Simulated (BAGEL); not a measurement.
# One shape, several levels: C3H12GaN (SMILES C[Ga-](C)(C)[NH3+])

We compute a comparison of 3 runs (B3LYP/6-31G*, PBE0/6-31G*, RI-MP2/6-31G*) of C3H12GaN. 

The results are computed with BAGEL 1.2.2.

2 further runs of the same task are left out: 2 set aside as unsound or not needed.

### 1 The system as given

C3H12GaN: 17 atoms, total charge 0, spin state singlet. As SMILES, `C[Ga-](C)(C)[NH3+]`. The coordinates come from a PBE0-D4/def2-TZVP relaxation.

Bond lengths: C1–Ga2 1.995 Å, Ga2–C3 1.995 Å, Ga2–C4 1.995 Å, Ga2–N5 2.185 Å, C1–H6 1.094 Å, C1–H7 1.094 Å, C1–H8 1.094 Å, C3–H9 1.094 Å, C3–H10 1.094 Å, C3–H11 1.094 Å, C4–H12 1.094 Å, C4–H13 1.094 Å, C4–H14 1.094 Å, N5–H15 1.013 Å, N5–H16 1.013 Å, N5–H17 1.013 Å. Some angles: C1–Ga2–C3 117.9°, C1–Ga2–C4 117.9°, C1–Ga2–N5 98.5°, C3–Ga2–C4 117.9°, C3–Ga2–N5 98.5°, C4–Ga2–N5 98.5°, Ga2–C1–H6 110.3°, Ga2–C1–H7 112.2°, Ga2–C1–H8 112.2°, Ga2–C3–H9 112.2°.

### 2 The energy at B3LYP/6-31G(d) (density fitting with cc-pvqz-jkfit, spherical functions) (run 1)

Contents of input.json:

```json
{ "bagel": [

{
  "title": "molecule",
  "basis": "6-31gs.json",
  "df_basis": "cc-pvqz-jkfit",
  "angstrom": "true",
  "geometry": [
    { "atom": "C", "xyz": [   -0.724690,    0.767350,   -1.780960 ] },
    { "atom": "Ga", "xyz": [    0.155500,   -0.156590,   -0.247090 ] },
    { "atom": "C", "xyz": [    2.027140,    0.365110,    0.206730 ] },
    { "atom": "C", "xyz": [   -0.422310,   -2.018890,    0.176160 ] },
    { "atom": "N", "xyz": [   -0.870130,    0.876400,    1.382070 ] },
    { "atom": "H", "xyz": [   -0.337770,    0.382760,   -2.729300 ] },
    { "atom": "H", "xyz": [   -0.538820,    1.845740,   -1.776900 ] },
    { "atom": "H", "xyz": [   -1.807520,    0.609810,   -1.793330 ] },
    { "atom": "H", "xyz": [    2.328700,    0.007070,    1.195860 ] },
    { "atom": "H", "xyz": [    2.727720,   -0.067300,   -0.513810 ] },
    { "atom": "H", "xyz": [    2.173270,    1.449260,    0.179340 ] },
    { "atom": "H", "xyz": [   -0.082930,   -2.343380,    1.164610 ] },
    { "atom": "H", "xyz": [   -0.002060,   -2.721570,   -0.549520 ] },
    { "atom": "H", "xyz": [   -1.509750,   -2.134500,    0.136040 ] },
    { "atom": "H", "xyz": [   -0.554260,    0.531670,    2.281190 ] },
    { "atom": "H", "xyz": [   -1.871800,    0.734050,    1.323650 ] },
    { "atom": "H", "xyz": [   -0.690280,    1.873060,    1.345280 ] }
  ]
},
{
  "title": "ks",
  "xc_func": "b3lyp"
},
{
  "title": "print",
  "file": "orbitals.molden",
  "orbitals": "true"
}

]}
```

The basis set 6-31G* is read from a file made from the Basis Set Exchange's data (not shown).

Command:

```
$ BAGEL_NUM_THREADS=1 BAGEL input.json > input.out
```

Log:

```text
* using 1 threads per process

  ===============================================================
  ===============================================================

  *** Geometry ***

  { "atom" : "C", "xyz" : [     -1.369466,      1.450081,     -3.365527 ] },
  { "atom" : "Ga", "xyz" : [      0.293852,     -0.295912,     -0.466932 ] },
  { "atom" : "C", "xyz" : [      3.830739,      0.689958,      0.390663 ] },
  { "atom" : "C", "xyz" : [     -0.798050,     -3.815149,      0.332894 ] },
  { "atom" : "N", "xyz" : [     -1.644307,      1.656156,      2.611734 ] },
  { "atom" : "H", "xyz" : [     -0.638293,      0.723312,     -5.157630 ] },
  { "atom" : "H", "xyz" : [     -1.018222,      3.487943,     -3.357854 ] },
  { "atom" : "H", "xyz" : [     -3.415718,      1.152374,     -3.388903 ] },
  { "atom" : "H", "xyz" : [      4.400605,      0.013360,      2.259848 ] },
  { "atom" : "H", "xyz" : [      5.154644,     -0.127179,     -0.970960 ] },
  { "atom" : "H", "xyz" : [      4.106885,      2.738704,      0.338903 ] },
  { "atom" : "H", "xyz" : [     -0.156715,     -4.428346,      2.200794 ] },
  { "atom" : "H", "xyz" : [     -0.003893,     -5.143022,     -1.038442 ] },
  { "atom" : "H", "xyz" : [     -2.853014,     -4.033620,      0.257078 ] },
  { "atom" : "H", "xyz" : [     -1.047400,      1.004711,      4.310824 ] },
  { "atom" : "H", "xyz" : [     -3.537189,      1.387153,      2.501336 ] },
  { "atom" : "H", "xyz" : [     -1.304440,      3.539570,      2.542211 ] },

  Number of auxiliary basis functions:     1254

  Since a DF basis is specified, we compute 2- and 3-index integrals:
    o Being stored without compression. Storage requirement is 0.126 GB

  Number of basis functions:      112
  Number of electrons      :       68

    * METHOD: MOLECULE                             3.74

  *** Kohn-Sham DFT ***

    * Removing 34846 points whose weight is below 1.00e-10
    * Grid points: 218556

  === Nuclear Repulsion ===
   393.1691316928

       - DIIS with orbital gradients will be used.

  === KS iteration (b3lyp / 6-31gs.json) ===
      0      -1984.80106279          0.10962934           2.10
      1      -1853.20614570          0.15245780           2.04
      2      -1969.20464380          0.08946793           2.02
      3      -2017.83538415          0.13345476           2.02
      4      -2029.22776685          0.12439022           2.01
      5      -2024.15919336          0.12407435           2.00
      6      -2030.74243431          0.12180717           2.01
      7      -2028.73283066          0.12376669           2.02
      8      -1980.32568432          0.13161584           2.02
      9      -2097.99367819          0.06292255           2.02
     10      -2100.51373600          0.02409293           2.01
     11      -2100.05564816          0.04292049           2.02
     12      -2100.29094438          0.03595705           2.02
     13      -2100.86696332          0.01100916           2.02
     14      -2100.93333690          0.00287175           2.07
     15      -2100.93851891          0.00161467           2.02
     16      -2100.94076665          0.00007042           2.02
     17      -2100.94077080          0.00002405           2.01
     18      -2100.94077122          0.00001135           2.18
     19      -2100.94077132          0.00000479           2.04
     20      -2100.94077134          0.00000175           2.06
     21      -2100.94077134          0.00000086           2.08
     22      -2100.94077134          0.00000029           2.04
     23      -2100.94077134          0.00000005           2.14
     24      -2100.94077134          0.00000004           2.10
     25      -2100.94077134          0.00000001           2.29
    * SCF iteration converged.

    * Permanent dipole moment:
           (    0.856439,    -0.862641,    -1.360389) a.u.

    * METHOD: KS                                  56.28

    * METHOD: PRINT                                0.04

  ===============================================================
```

Wall time 61 s (1 thread of Intel Xeon Platinum 8259CL at 2.50GHz (Skylake/Cascade Lake), shared host); peak memory 1.2 GiB.

### 3 A single-point energy at PBE0/6-31G(d) (density fitting with cc-pvqz-jkfit, spherical functions) (run 2)

Contents of calc.json:

```json
{ "bagel": [

{
  "title": "molecule",
  "basis": "6-31gs.json",
  "df_basis": "cc-pvqz-jkfit",
  "angstrom": "true",
  "geometry": [
    { "atom": "C", "xyz": [      -0.724690,       0.767350,      -1.780960 ] },
    { "atom": "Ga", "xyz": [       0.155500,      -0.156590,      -0.247090 ] },
    { "atom": "C", "xyz": [       2.027140,       0.365110,       0.206730 ] },
    { "atom": "C", "xyz": [      -0.422310,      -2.018890,       0.176160 ] },
    { "atom": "N", "xyz": [      -0.870130,       0.876400,       1.382070 ] },
    { "atom": "H", "xyz": [      -0.337770,       0.382760,      -2.729300 ] },
    { "atom": "H", "xyz": [      -0.538820,       1.845740,      -1.776900 ] },
    { "atom": "H", "xyz": [      -1.807520,       0.609810,      -1.793330 ] },
    { "atom": "H", "xyz": [       2.328700,       0.007070,       1.195860 ] },
    { "atom": "H", "xyz": [       2.727720,      -0.067300,      -0.513810 ] },
    { "atom": "H", "xyz": [       2.173270,       1.449260,       0.179340 ] },
    { "atom": "H", "xyz": [      -0.082930,      -2.343380,       1.164610 ] },
    { "atom": "H", "xyz": [      -0.002060,      -2.721570,      -0.549520 ] },
    { "atom": "H", "xyz": [      -1.509750,      -2.134500,       0.136040 ] },
    { "atom": "H", "xyz": [      -0.554260,       0.531670,       2.281190 ] },
    { "atom": "H", "xyz": [      -1.871800,       0.734050,       1.323650 ] },
    { "atom": "H", "xyz": [      -0.690280,       1.873060,       1.345280 ] }
  ]
},

{
  "title": "ks",
  "xc_func": "pbe0"
},

{
  "title": "print",
  "file": "orbitals.molden",
  "orbitals": "true"
}

]}
```

The basis set 6-31G* is read from a file made from the Basis Set Exchange's data (not shown).

Command:

```
$ BAGEL_NUM_THREADS=1 BAGEL calc.json > calc.out
```

Log:

```text
* using 1 threads per process

  ===============================================================
  ===============================================================

  *** Geometry ***

  { "atom" : "C", "xyz" : [     -1.369466,      1.450081,     -3.365527 ] },
  { "atom" : "Ga", "xyz" : [      0.293852,     -0.295912,     -0.466932 ] },
  { "atom" : "C", "xyz" : [      3.830739,      0.689958,      0.390663 ] },
  { "atom" : "C", "xyz" : [     -0.798050,     -3.815149,      0.332894 ] },
  { "atom" : "N", "xyz" : [     -1.644307,      1.656156,      2.611734 ] },
  { "atom" : "H", "xyz" : [     -0.638293,      0.723312,     -5.157630 ] },
  { "atom" : "H", "xyz" : [     -1.018222,      3.487943,     -3.357854 ] },
  { "atom" : "H", "xyz" : [     -3.415718,      1.152374,     -3.388903 ] },
  { "atom" : "H", "xyz" : [      4.400605,      0.013360,      2.259848 ] },
  { "atom" : "H", "xyz" : [      5.154644,     -0.127179,     -0.970960 ] },
  { "atom" : "H", "xyz" : [      4.106885,      2.738704,      0.338903 ] },
  { "atom" : "H", "xyz" : [     -0.156715,     -4.428346,      2.200794 ] },
  { "atom" : "H", "xyz" : [     -0.003893,     -5.143022,     -1.038442 ] },
  { "atom" : "H", "xyz" : [     -2.853014,     -4.033620,      0.257078 ] },
  { "atom" : "H", "xyz" : [     -1.047400,      1.004711,      4.310824 ] },
  { "atom" : "H", "xyz" : [     -3.537189,      1.387153,      2.501336 ] },
  { "atom" : "H", "xyz" : [     -1.304440,      3.539570,      2.542211 ] },

  Number of auxiliary basis functions:     1254

  Since a DF basis is specified, we compute 2- and 3-index integrals:
    o Being stored without compression. Storage requirement is 0.126 GB

  Number of basis functions:      112
  Number of electrons      :       68

    * METHOD: MOLECULE                             3.82

  *** Kohn-Sham DFT ***

    * Removing 34846 points whose weight is below 1.00e-10
    * Grid points: 218556

  === Nuclear Repulsion ===
   393.1691316928

       - DIIS with orbital gradients will be used.

  === KS iteration (pbe0 / 6-31gs.json) ===
      0      -1984.32426750          0.10932204           2.20
      1      -1853.01268799          0.15086954           2.02
      2      -1968.97768522          0.08956254           2.19
      3      -2020.53773283          0.12812989           2.03
      4      -2027.71349306          0.12008222           2.09
      5      -2027.38176297          0.12117442           2.14
      6      -2027.39624731          0.12071935           2.07
      7      -2026.85652288          0.12143958           2.03
      8      -1979.86775211          0.12994559           2.05
      9      -2097.74719245          0.06085359           2.05
     10      -2095.77416087          0.08538769           2.01
     11      -2098.70542233          0.05824682           2.05
     12      -2099.35376623          0.04662507           2.13
     13      -2100.25683885          0.01672498           2.12
     14      -2100.40174297          0.00344524           2.07
     15      -2100.41143736          0.00147188           2.04
     16      -2100.41327847          0.00030029           2.34
     17      -2100.41335096          0.00006298           2.21
     18      -2100.41335415          0.00001482           2.27
     19      -2100.41335426          0.00001021           2.17
     20      -2100.41335435          0.00000162           2.11
     21      -2100.41335435          0.00000073           2.23
     22      -2100.41335435          0.00000020           2.06
     23      -2100.41335435          0.00000012           2.02
     24      -2100.41335435          0.00000001           2.03
     25      -2100.41335435          0.00000001           2.03
    * SCF iteration converged.

    * Permanent dipole moment:
           (    0.856559,    -0.862753,    -1.360580) a.u.

    * METHOD: KS                                  57.94

    * METHOD: PRINT                                0.02

  ===============================================================
```

Run time: 62 s. Hardware: 1 thread of Intel Xeon Platinum 8259CL at 2.50GHz (Skylake/Cascade Lake), shared host; peak memory 1.2 GiB.

### 4 A single-point energy at RI-MP2/6-31G(d) (density fitting with cc-pvqz-jkfit, spherical functions) (run 3)

Contents of input.json:

```json
{ "bagel" : [

{
  "title" : "molecule",
  "basis" : "6-31gs.json",
  "df_basis" : "cc-pvqz-jkfit",
  "angstrom" : true,
  "geometry" : [
    { "atom" : "C", "xyz" : [   -0.724690,    0.767350,   -1.780960 ] },
    { "atom" : "Ga", "xyz" : [    0.155500,   -0.156590,   -0.247090 ] },
    { "atom" : "C", "xyz" : [    2.027140,    0.365110,    0.206730 ] },
    { "atom" : "C", "xyz" : [   -0.422310,   -2.018890,    0.176160 ] },
    { "atom" : "N", "xyz" : [   -0.870130,    0.876400,    1.382070 ] },
    { "atom" : "H", "xyz" : [   -0.337770,    0.382760,   -2.729300 ] },
    { "atom" : "H", "xyz" : [   -0.538820,    1.845740,   -1.776900 ] },
    { "atom" : "H", "xyz" : [   -1.807520,    0.609810,   -1.793330 ] },
    { "atom" : "H", "xyz" : [    2.328700,    0.007070,    1.195860 ] },
    { "atom" : "H", "xyz" : [    2.727720,   -0.067300,   -0.513810 ] },
    { "atom" : "H", "xyz" : [    2.173270,    1.449260,    0.179340 ] },
    { "atom" : "H", "xyz" : [   -0.082930,   -2.343380,    1.164610 ] },
    { "atom" : "H", "xyz" : [   -0.002060,   -2.721570,   -0.549520 ] },
    { "atom" : "H", "xyz" : [   -1.509750,   -2.134500,    0.136040 ] },
    { "atom" : "H", "xyz" : [   -0.554260,    0.531670,    2.281190 ] },
    { "atom" : "H", "xyz" : [   -1.871800,    0.734050,    1.323650 ] },
    { "atom" : "H", "xyz" : [   -0.690280,    1.873060,    1.345280 ] }
  ]
},
{
  "title" : "hf"
},
{
  "title" : "mp2",
  "ncore" : 13
}

]}
```

The basis set 6-31G* is read from a file made from the Basis Set Exchange's data (not shown).

Command:

```
$ BAGEL_NUM_THREADS=1 BAGEL input.json > input.out
```

Log:

```text
* using 1 threads per process

  ===============================================================
  ===============================================================

  *** Geometry ***

  { "atom" : "C", "xyz" : [     -1.369466,      1.450081,     -3.365527 ] },
  { "atom" : "Ga", "xyz" : [      0.293852,     -0.295912,     -0.466932 ] },
  { "atom" : "C", "xyz" : [      3.830739,      0.689958,      0.390663 ] },
  { "atom" : "C", "xyz" : [     -0.798050,     -3.815149,      0.332894 ] },
  { "atom" : "N", "xyz" : [     -1.644307,      1.656156,      2.611734 ] },
  { "atom" : "H", "xyz" : [     -0.638293,      0.723312,     -5.157630 ] },
  { "atom" : "H", "xyz" : [     -1.018222,      3.487943,     -3.357854 ] },
  { "atom" : "H", "xyz" : [     -3.415718,      1.152374,     -3.388903 ] },
  { "atom" : "H", "xyz" : [      4.400605,      0.013360,      2.259848 ] },
  { "atom" : "H", "xyz" : [      5.154644,     -0.127179,     -0.970960 ] },
  { "atom" : "H", "xyz" : [      4.106885,      2.738704,      0.338903 ] },
  { "atom" : "H", "xyz" : [     -0.156715,     -4.428346,      2.200794 ] },
  { "atom" : "H", "xyz" : [     -0.003893,     -5.143022,     -1.038442 ] },
  { "atom" : "H", "xyz" : [     -2.853014,     -4.033620,      0.257078 ] },
  { "atom" : "H", "xyz" : [     -1.047400,      1.004711,      4.310824 ] },
  { "atom" : "H", "xyz" : [     -3.537189,      1.387153,      2.501336 ] },
  { "atom" : "H", "xyz" : [     -1.304440,      3.539570,      2.542211 ] },

  Number of auxiliary basis functions:     1254

  Since a DF basis is specified, we compute 2- and 3-index integrals:
    o Being stored without compression. Storage requirement is 0.126 GB

  Number of basis functions:      112
  Number of electrons      :       68

    * METHOD: MOLECULE                             3.94

  *** RHF ***

  === Nuclear Repulsion ===
   393.1691316928

      * DIIS with orbital gradients will be used.

  === RHF iteration (6-31gs.json) ===
      0      -2097.77740168          0.01519854           0.69
      1      -2097.96797898          0.00682096           0.69
      2      -2098.00988531          0.00137338           0.69
      3      -2098.01171204          0.00051894           0.69
      4      -2098.01190537          0.00006024           0.69
      5      -2098.01191128          0.00002563           0.69
      6      -2098.01191202          0.00000734           0.69
      7      -2098.01191216          0.00000149           0.69
      8      -2098.01191216          0.00000053           0.69
      9      -2098.01191216          0.00000024           0.69
     10      -2098.01191216          0.00000008           0.70
     11      -2098.01191216          0.00000002           0.69
     12      -2098.01191216          0.00000001           0.69
    * SCF iteration converged.

    * Permanent dipole moment:
           (    0.868546,    -0.874788,    -1.379598) a.u.

    * METHOD: HF                                  10.23

  *** RHF ***

  === Nuclear Repulsion ===
   393.1691316928

      * DIIS with orbital gradients will be used.

  === RHF iteration (6-31gs.json) ===
      0      -2098.01191216          0.00000000           0.69
    * SCF iteration converged.

    * Permanent dipole moment:
           (    0.868546,    -0.874788,    -1.379598) a.u.

  === DF-MP2 calculation ===

    * freezing 13 orbitals
    * 3-index integral transformation done
    * assembly done

      MP2 correlation energy:   -0.8144186797      0.50

      MP2 total energy:       -2098.8263308428

    * METHOD: MP2                                  1.98

  ===============================================================
```

It took 17 s on 1 thread of Intel Xeon Platinum 8259CL at 2.50GHz (Skylake/Cascade Lake), shared host; peak memory 0.45 GiB.

### 5 All runs side by side

| run | level | frozen core orbitals | energy (Eh) | dipole moment (D) | HOMO energy (eV) | LUMO energy (eV) | wall time |
| --- | --- | --- | --- | --- | --- | --- | --- |
| 1 | B3LYP/6-31G* (density fitting with cc-pvqz-jkfit, spherical functions) | – | -2100.940771 | 4.64 | -6.16 | 0.45 | 61 s |
| 2 | PBE0/6-31G* (density fitting with cc-pvqz-jkfit, spherical functions) | – | -2100.413354 | 4.64 | -6.45 | 0.79 | 62 s |
| 3 | RI-MP2/6-31G* (density fitting with cc-pvqz-jkfit, spherical functions) | 13 | -2098.826331 | – | – | – | 17 s |

### 6 Summary of results

```
                                           quantity           value
                                run 3: total energy  -2098.82633 Eh
run 3: correlation energy (13 core orbitals frozen)      -814.4 mEh
```

Totals of different functionals can't be ranked against each other. All runs together took 2.3 min, the longest 62 s.
